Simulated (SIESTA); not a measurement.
Input of a SIESTA 5.4.2 run:

File TaRu.fdf:

```
SystemName                      TaRu
SystemLabel                     TaRu
NumberOfSpecies                 2
NumberOfAtoms                   2
%block ChemicalSpeciesLabel
  1  73 Ta
  2  44 Ru
%endblock ChemicalSpeciesLabel
%include structure.fdf

%block kgrid.MonkhorstPack
    7   0   0  0.0
    0   7   0  0.0
    0   0   6  0.0
%endblock kgrid.MonkhorstPack
XC.Functional                   GGA
XC.Authors                      PBE
PAO.BasisSize                   SZP
PAO.EnergyShift                 0.003 Ry
Mesh.Cutoff                     1200 Ry
OccupationFunction              MP
ElectronicTemperature           0.01 eV
MaxSCFIterations                120
SCF.MustConverge                false
SCF.Mixer.Method                Pulay
SCF.Mixer.Weight                0.25
SCF.Mixer.History               8
SCF.DM.Tolerance                1.0e-05
SCF.H.Tolerance                 1.0e-04 eV
SCF.Mix                         density
WriteForces                     true
Charge.Mulliken                 end
Charge.Hirshfeld                end
Charge.Voronoi                  end
SaveRho                         true
SaveElectrostaticPotential      true
MD.TypeOfRun                    FC
FC.First                        1
FC.Last                         2
FC.Displacement                 0.04 Bohr
```

The input structure.fdf:

```
LatticeConstant                 1.0 Ang
%block LatticeVectors
     3.0940700000     0.0000000000     0.0000000000
     0.0000000000     3.0940700000     0.0000000000
     0.0000000000     0.0000000000     3.4104960000
%endblock LatticeVectors
AtomicCoordinatesFormat         Fractional
%block AtomicCoordinatesAndAtomicSpecies
     0.5000000000     0.5000000000     0.5000000000  1  Ta
     0.0000000000     0.0000000000     0.0000000000  2  Ru
%endblock AtomicCoordinatesAndAtomicSpecies
```

Contents of vibra.fdf:

```
SystemLabel                     TaRu
NumberOfAtoms                   2
LatticeConstant                 1.0 Ang
%block LatticeVectors
     3.0940700000     0.0000000000     0.0000000000
     0.0000000000     3.0940700000     0.0000000000
     0.0000000000     0.0000000000     3.4104960000
%endblock LatticeVectors
AtomicCoordinatesFormat         NotScaledCartesianAng
%block AtomicCoordinatesAndAtomicSpecies
     1.5470350000     1.5470350000     1.7052480000 1 180.9479
     0.0000000000     0.0000000000     0.0000000000 2 101.0700
%endblock AtomicCoordinatesAndAtomicSpecies
SuperCell_1                     0
SuperCell_2                     0
SuperCell_3                     0
AtomicDispl                     0.04 Bohr
BandLinesScale                  ReciprocalLatticeVectors
%block BandLines
  1  0.0 0.0 0.0  \Gamma
%endblock BandLines
```

Potentials or basis: PseudoDojo 0.5 standard (PBE files), SZP (energy shift 0.003 Ry).

Launch:

```sh
$ siesta < TaRu.fdf > TaRu.out 2>&1
$ vibra < vibra.fdf > vibra.out
```

(1) Predict the highest phonon frequency at Γ, LO-TO splitting left out.

## Answers

(1) 138 cm⁻¹.
